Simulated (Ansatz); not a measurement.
Al3Pd under changes of volume

One of the cells (15.371 Å³/atom); the others are scaled copies at fixed shape and fractional positions:

```
CELL_PARAMETERS angstrom
3.94691 0.00000 0.00000
0.00000 3.94691 0.00000
0.00000 0.00000 3.94691
ATOMIC_POSITIONS crystal
Pd 0.00000 0.00000 0.00000
Al 0.50000 0.50000 0.00000
Al 0.50000 0.00000 0.50000
Al 0.00000 0.50000 0.50000
```

The cell comes from a database or a generator and needn't be the stable form of this composition.

| Property | Result |
| --- | --- |
| Program | Ansatz 0.2.0 |
| Functional | PBEsol |
| Potentials or basis | Ansatz PAW |
| Cutoff | 420 eV (not typed: the program's choice for these potentials) |
| k mesh | 7 × 7 × 7 |
| Occupations | fermi-dirac, width 0.05 eV |
| Spin | no spin polarisation |

```csv
volume (Å³/atom),energy over the lowest point (meV/atom),pressure (GPa)
14.449,11.69,5.9
14.756,3.21,3.0
15.064,0.00,0.4
15.371,?,?
15.679,7.15,-3.9
15.986,16.54,-5.8
16.294,29.25,-7.4
```

Question: What does the run at 15.371 Å³/atom give?

Answer: Energy over the lowest point 1.48 meV/atom; pressure -1.9 GPa.

Worked out: A Birch-Murnaghan fit of order 3 (a polynomial in V^(-2/3)) to the other rows has its minimum at 15.11 Å³/atom with B0 = V·E''(V) = 118 GPa and B' = 4.7. It gives 1.48 meV/atom at 15.371 Å³/atom, against the run's 1.48, and -dE/dV = -1.9 GPa, against -1.9.

Energies are extrapolated to zero smearing.

Caveats: the PAW data sets come from PBE, with cores solved anew for the run's functional, which leaves a small shift of forces and pressure.
